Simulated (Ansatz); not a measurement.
A run of Ansatz 0.2.0 is set up as follows.

File input.yaml:

```yaml
crystal:
  lattice:
    - [4.2940644248, 0.0, 0.0]
    - [-2.1470322124, 3.7187688774, 0.0]
    - [0.0, 0.0, 17.101346]
  atoms:
    - { symbol: Te, position: [0.6666666667, 0.3333333333, 0.419892] }
    - { symbol: Te, position: [0.3333333333, 0.6666666667, 0.580108] }
    - { symbol: Te, position: [0.3333333333, 0.6666666667, 0.201542] }
    - { symbol: Te, position: [0.6666666667, 0.3333333333, 0.798458] }
    - { symbol: Te, position: [0.0, 0.0, 0.0] }
    - { symbol: Sb, position: [0.0, 0.0, 0.320068] }
    - { symbol: Sb, position: [0.0, 0.0, 0.679932] }
    - { symbol: Ge, position: [0.6666666667, 0.3333333333, 0.102895] }
    - { symbol: Ge, position: [0.3333333333, 0.6666666667, 0.897105] }
hamiltonian:
  xc: pbesol
  pseudopotentials: { kind: paw }
  dispersion: d4
kpoints:
  mp_grid: { grid: [7, 7, 2] }
scf:
  occupations: { method: fermi_dirac, width: 0.05 }
output:
  forces: true
  stress: true
  eigenvalues: true
relax:
  f_tol: 0.01
  max_steps: 40
  cell: { stress_tol: 0.05 }
```

Potentials or basis: Ansatz PAW.

Launch:

```console
$ ansatz run input.yaml --threads 4 --pin off --max-ram 11264MiB --backend cpu --events-out ev --progress --plain --runs-dir out
```

Task: What does it give for the space group after relaxing (to 0.05 Å)?

Result: P-3m1 (No. 164).

Task: Estimate the relaxed cell.

Result: a = 4.185 Å, b = 4.185 Å, c = 16.644 Å, α = 90.00°, β = 90.00°, γ = 120.00°.

Final structure:
```yaml
crystal:
  lattice:
    - [4.18529, 0.00000, 0.00000]
    - [-2.09264, 3.62457, 0.00000]
    - [0.00000, 0.00000, 16.64418]
  atoms:
    - { symbol: Te, position: [0.66667, 0.33333, 0.42271] }
    - { symbol: Te, position: [0.33333, 0.66667, 0.57729] }
    - { symbol: Te, position: [0.33333, 0.66667, 0.19931] }
    - { symbol: Te, position: [0.66667, 0.33333, 0.80069] }
    - { symbol: Te, position: [0.00000, 0.00000, 0.00000] }
    - { symbol: Sb, position: [0.00000, 0.00000, 0.31892] }
    - { symbol: Sb, position: [0.00000, 0.00000, 0.68108] }
    - { symbol: Ge, position: [0.66667, 0.33333, 0.10078] }
    - { symbol: Ge, position: [0.33333, 0.66667, 0.89922] }
```

 The run has no spin-orbit coupling, so splittings on Sb, Te are missing.
